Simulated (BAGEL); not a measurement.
# CH4BFOS (SMILES COB(F)S): B3LYP/6-31G(d) (density fitting with qzvpp-jkfit, spherical functions)

Aim: the energy change on altering one bond length of CH4BFOS at B3LYP/6-31G* (density fitting with qzvpp-jkfit, spherical functions), from 2 runs. 

The calculation is run with BAGEL 1.2.2.

3 further runs of the same task are left out: 3 set aside as unsound or not needed. Runs told in other sessions of the task aren't counted.

**1. The structure to begin with**

CH4BFOS has 9 atoms, charge 0, and is taken as a singlet. SMILES: `COB(F)S`. The shape is that of a PBE0-D4/def2-TZVP optimisation. This is one conformer, not always the lowest.

Bond lengths: C1–O2 1.409 Å, O2–B3 1.344 Å, B3–F4 1.328 Å, B3–S5 1.819 Å, C1–H6 1.094 Å, C1–H7 1.089 Å, C1–H8 1.094 Å, S5–H9 1.341 Å. Some angles: C1–O2–B3 124.6°, O2–B3–F4 116.9°, O2–B3–S5 127.6°, F4–B3–S5 115.6°, O2–C1–H6 111.2°, O2–C1–H7 107.5°, O2–C1–H8 111.2°, B3–S5–H9 96.9°, H6–C1–H7 108.8°, H6–C1–H8 109.4°.

**2. A single-point energy at B3LYP/6-31G(d) (density fitting with qzvpp-jkfit, spherical functions)**

Contents of job.json:

```json
{ "bagel": [

{
  "title": "molecule",
  "basis": "6-31gs.json",
  "df_basis": "qzvpp-jkfit",
  "angstrom": "true",
  "geometry": [
    { "atom": "C", "xyz": [       0.905400,      -0.203000,       0.761200 ] },
    { "atom": "O", "xyz": [       0.392000,      -0.802100,      -0.406000 ] },
    { "atom": "B", "xyz": [      -0.675300,      -0.354100,      -1.088100 ] },
    { "atom": "F", "xyz": [      -1.026800,      -1.039500,      -2.170000 ] },
    { "atom": "S", "xyz": [      -1.708500,       1.093100,      -0.705400 ] },
    { "atom": "H", "xyz": [       1.235400,       0.821700,       0.566800 ] },
    { "atom": "H", "xyz": [       1.763400,      -0.792500,       1.081600 ] },
    { "atom": "H", "xyz": [       0.161700,      -0.199500,       1.563500 ] },
    { "atom": "H", "xyz": [      -1.047200,       1.475800,       0.396600 ] }
  ]
},

{
  "title": "ks",
  "xc_func": "b3lyp"
},

{
  "title": "print",
  "file": "orbitals.molden",
  "orbitals": "true"
}

]}
```

The basis set 6-31G* is read from a file made from the Basis Set Exchange's data (not shown).

Launch:

```console
$ BAGEL_NUM_THREADS=1 BAGEL job.json > job.out
```

Standard output:

```text
* using 1 threads per process

  ===============================================================
  ===============================================================

  *** Geometry ***

  { "atom" : "C", "xyz" : [      1.710958,     -0.383614,      1.438460 ] },
  { "atom" : "O", "xyz" : [      0.740773,     -1.515749,     -0.767229 ] },
  { "atom" : "B", "xyz" : [     -1.276132,     -0.669152,     -2.056211 ] },
  { "atom" : "F", "xyz" : [     -1.940371,     -1.964370,     -4.100706 ] },
  { "atom" : "S", "xyz" : [     -3.228597,      2.065660,     -1.333013 ] },
  { "atom" : "H", "xyz" : [      2.334568,      1.552788,      1.071097 ] },
  { "atom" : "H", "xyz" : [      3.332343,     -1.497608,      2.043928 ] },
  { "atom" : "H", "xyz" : [      0.305569,     -0.377000,      2.954587 ] },
  { "atom" : "H", "xyz" : [     -1.978921,      2.788858,      0.749465 ] },

  Number of auxiliary basis functions:      504

  Since a DF basis is specified, we compute 2- and 3-index integrals:
    o Being stored without compression. Storage requirement is 0.027 GB

  Number of basis functions:       82
  Number of electrons      :       48

    * METHOD: MOLECULE                             0.20

  *** Kohn-Sham DFT ***

    * Removing 17023 points whose weight is below 1.00e-10
    * Grid points: 117131

  === Nuclear Repulsion ===
   215.2697265317

       - DIIS with orbital gradients will be used.

  === KS iteration (b3lyp / 6-31gs.json) ===
      0       -600.77851066          0.12805963           0.37
      1       -526.65126827          0.18505915           0.35
      2       -503.01695889          0.22653643           0.36
      3       -598.28468054          0.19218268           0.35
      4       -621.20320170          0.15000824           0.35
      5       -637.99568193          0.03857725           0.36
      6       -638.00324839          0.03994117           0.35
      7       -638.72849100          0.00464241           0.36
      8       -638.73765329          0.00209690           0.35
      9       -638.74015350          0.00037123           0.34
     10       -638.74021544          0.00013094           0.35
     11       -638.74022277          0.00003109           0.42
     12       -638.74022316          0.00001305           0.38
     13       -638.74022322          0.00000543           0.36
     14       -638.74022324          0.00000079           0.36
     15       -638.74022324          0.00000025           0.36
     16       -638.74022324          0.00000012           0.36
     17       -638.74022324          0.00000003           0.35
     18       -638.74022324          0.00000001           0.36
    * SCF iteration converged.

    * Permanent dipole moment:
           (   -0.656326,    -0.323067,    -1.035720) a.u.

    * METHOD: KS                                   7.38

    * METHOD: PRINT                                0.01

  ===============================================================
```

Run time: 7.8 s. Hardware: 1 thread of Intel Xeon 6975P-C (Granite Rapids), shared host; peak memory 0.47 GiB.

**3. The distorted shape at the same level**

Contents of input.json:

```json
{ "bagel" : [

{
  "title" : "molecule",
  "basis" : "6-31gs.json",
  "df_basis" : "qzvpp-jkfit",
  "angstrom" : true,
  "geometry" : [
    { "atom" : "C", "xyz" : [    0.806406,   -0.510391,    0.819516 ] },
    { "atom" : "O", "xyz" : [    0.293006,   -1.109491,   -0.347684 ] },
    { "atom" : "B", "xyz" : [   -0.774294,   -0.661491,   -1.029784 ] },
    { "atom" : "F", "xyz" : [   -1.125794,   -1.346891,   -2.111684 ] },
    { "atom" : "S", "xyz" : [   -1.807494,    0.785709,   -0.647084 ] },
    { "atom" : "H", "xyz" : [    1.235400,    0.821700,    0.566800 ] },
    { "atom" : "H", "xyz" : [    1.664406,   -1.099891,    1.139916 ] },
    { "atom" : "H", "xyz" : [    0.062706,   -0.506891,    1.621816 ] },
    { "atom" : "H", "xyz" : [   -1.146194,    1.168409,    0.454916 ] }
  ]
},
{
  "title" : "ks",
  "xc_func" : "b3lyp"
},
{
  "title" : "print",
  "file" : "orbitals.molden",
  "orbitals" : true
}

]}
```

The basis set 6-31G* is read from a file made from the Basis Set Exchange's data (not shown).

Launch:

```console
$ BAGEL_NUM_THREADS=1 BAGEL input.json > input.out
```

Standard output:

```text
* using 1 threads per process

  ===============================================================
  ===============================================================

  *** Geometry ***

  { "atom" : "C", "xyz" : [      1.523886,     -0.964499,      1.548661 ] },
  { "atom" : "O", "xyz" : [      0.553701,     -2.096634,     -0.657028 ] },
  { "atom" : "B", "xyz" : [     -1.463204,     -1.250037,     -1.946010 ] },
  { "atom" : "F", "xyz" : [     -2.127442,     -2.545255,     -3.990504 ] },
  { "atom" : "S", "xyz" : [     -3.415669,      1.484775,     -1.222812 ] },
  { "atom" : "H", "xyz" : [      2.334568,      1.552788,      1.071097 ] },
  { "atom" : "H", "xyz" : [      3.145272,     -2.078493,      2.154129 ] },
  { "atom" : "H", "xyz" : [      0.118497,     -0.957885,      3.064788 ] },
  { "atom" : "H", "xyz" : [     -2.165993,      2.207973,      0.859667 ] },

  Number of auxiliary basis functions:      504

  Since a DF basis is specified, we compute 2- and 3-index integrals:
    o Being stored without compression. Storage requirement is 0.027 GB

  Number of basis functions:       82
  Number of electrons      :       48

    * METHOD: MOLECULE                             0.22

  *** Kohn-Sham DFT ***

    * Removing 16646 points whose weight is below 1.00e-10
    * Grid points: 117508

  === Nuclear Repulsion ===
   214.1364393256

       - DIIS with orbital gradients will be used.

  === KS iteration (b3lyp / 6-31gs.json) ===
      0       -601.19166994          0.12764656           0.38
      1       -528.16212420          0.19057371           0.36
      2       -504.22315726          0.22774282           0.36
      3       -590.23202631          0.20315380           0.35
      4       -619.69246149          0.14811973           0.37
      5       -637.80758795          0.04138493           0.36
      6       -637.80105897          0.04333479           0.36
      7       -638.69479491          0.00428882           0.36
      8       -638.70162071          0.00242282           0.36
      9       -638.70475792          0.00048384           0.37
     10       -638.70487289          0.00009475           0.36
     11       -638.70487681          0.00002762           0.35
     12       -638.70487704          0.00001680           0.36
     13       -638.70487715          0.00000477           0.36
     14       -638.70487716          0.00000077           0.36
     15       -638.70487716          0.00000024           0.36
     16       -638.70487716          0.00000009           0.36
     17       -638.70487716          0.00000002           0.37
     18       -638.70487716          0.00000001           0.36
    * SCF iteration converged.

    * Permanent dipole moment:
           (   -0.577952,    -0.203300,    -1.024076) a.u.

    * METHOD: KS                                   7.41

    * METHOD: PRINT                                0.01

  ===============================================================
```

Run time: 7.8 s. Hardware: 1 thread of Intel Xeon 6975P-C (Granite Rapids), shared host; peak memory 0.47 GiB.

**4. Results**

Level: B3LYP/6-31G* (density fitting with qzvpp-jkfit, spherical functions).

| quantity | value |
| --- | --- |
| first shape: total energy | -638.74022 Eh |
| first shape: dipole moment | 3.22 D |
| first shape: HOMO energy | -7.49 eV |
| first shape: LUMO energy | 0.74 eV |
| first shape: HOMO–LUMO gap | 8.23 eV |
| distorted shape: total energy | -638.70488 Eh |
| distorted shape: dipole moment | 3.03 D |
| distorted shape: HOMO energy | -7.52 eV |
| distorted shape: LUMO energy | 0.39 eV |
| distorted shape: HOMO–LUMO gap | 7.91 eV |
| energy change with the C1–H6 bond stretched from 1.094 to 1.422 Å | 0.962 eV |

In words: With the C1–H6 bond stretched from 1.094 to 1.422 Å the energy rises by 0.96 eV (92.8 kJ/mol). The first shape isn't relaxed at this level, so the change isn't measured from a minimum.
